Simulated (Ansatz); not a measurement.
# SiGe (buck sheet): the cost of one run

Program: Ansatz 0.2.0. Level of theory: DFT PBEsol, scalar-relativistic, plane waves, PAW. These are calculated values, not measurements.

4 further runs of the same task are left out: 1 that didn't finish, 3 set aside as unsound or not needed. Runs told in other sessions of the task aren't counted.

## 1. The starting structure

Symmetry: P3m1, No. 156, trigonal system. The conventional cell has a = 3.905 Å, b = 3.905 Å, c = 24.755 Å, α = 90.00°, β = 90.00°, γ = 120.00°. Si (site symmetry 3m) has 3 Ge at 2.32 Å in its first shell of neighbours. Ge (site symmetry 3m) has 3 Si at 2.32 Å in its first shell of neighbours.

Coordinates:

```cif
data_structure
_symmetry_space_group_name_H-M 'P3m1'
_symmetry_Int_Tables_number 156
_cell_length_a 3.9047
_cell_length_b 3.9047
_cell_length_c 24.7554
_cell_angle_alpha 90.000
_cell_angle_beta 90.000
_cell_angle_gamma 120.000
_cell_volume 326.87
loop_
_atom_site_label
_atom_site_type_symbol
_atom_site_symmetry_multiplicity
_atom_site_Wyckoff_symbol
_atom_site_fract_x
_atom_site_fract_y
_atom_site_fract_z
_atom_site_occupancy
Si1 Si 1 b 0.33333 0.66667 0.36184 1
Ge1 Ge 1 c 0.66667 0.33333 0.38457 1
```

This sheet was relaxed beforehand with the same method; its gap on the mesh is 0.02 eV.

## 2. Next: the zigzag ribbon, N = 3

The ribbon is cut from the relaxed sheet, periodic along c; N counts formula units a period. The edge energy is the mean of both edges over the sheet, -2436.8319 eV an atom.

The cell holds 3 Si, 3 Ge: a = 16.900 Å, b = 9.900 Å, c = 3.905 Å, α = 90.00°, β = 90.00°, γ = 90.00°.

## 3. The relaxation run

Pressure and volume refer to the whole cell with its vacuum; only the period along c may change.

input.yaml

```yaml
crystal:
  lattice:
    - [16.9, 0.0, 0.0]
    - [0.0, 9.9, 0.0]
    - [0.0, 0.0, 3.9046774807]
  atoms:
    - { symbol: Si, position: [0.3332569087, 0.4715904058, 0.0] }
    - { symbol: Si, position: [0.5333486183, 0.4715904058, 0.5] }
    - { symbol: Si, position: [0.7334403278, 0.4715904058, 0.0] }
    - { symbol: Ge, position: [0.2665596722, 0.5284095942, 0.5] }
    - { symbol: Ge, position: [0.4666513817, 0.5284095942, 0.0] }
    - { symbol: Ge, position: [0.6667430913, 0.5284095942, 0.5] }
basis:
  ecutwfc: 420
kpoints:
  mp_grid: { grid: [1, 1, 23] }
hamiltonian:
  xc: pbesol
scf:
  occupations: { method: gaussian, width: 0.05 }
output:
  forces: true
  stress: true
  eigenvalues: true
  populations: true
  write_density: true
  write_potential: true
  elf: true
  volumetric_format: npy
relax:
  adjacent_minimum: "off"
  f_tol: 0.02
  max_steps: 45
  cell: { fix: [a, b, alpha, beta, gamma], stress_tol: 0.03 }
```

Launch:

```console
ansatz run input.yaml --threads 4 --pin off --max-ram 11264MiB --backend cpu --events-out ev --progress --plain --runs-dir out
```

Q: Estimate wall time and peak memory on 4 threads of Intel Xeon Platinum 8259CL at 2.50GHz (Skylake/Cascade Lake), shared host.

About 6.2 min, with a peak of 1.2 GiB.
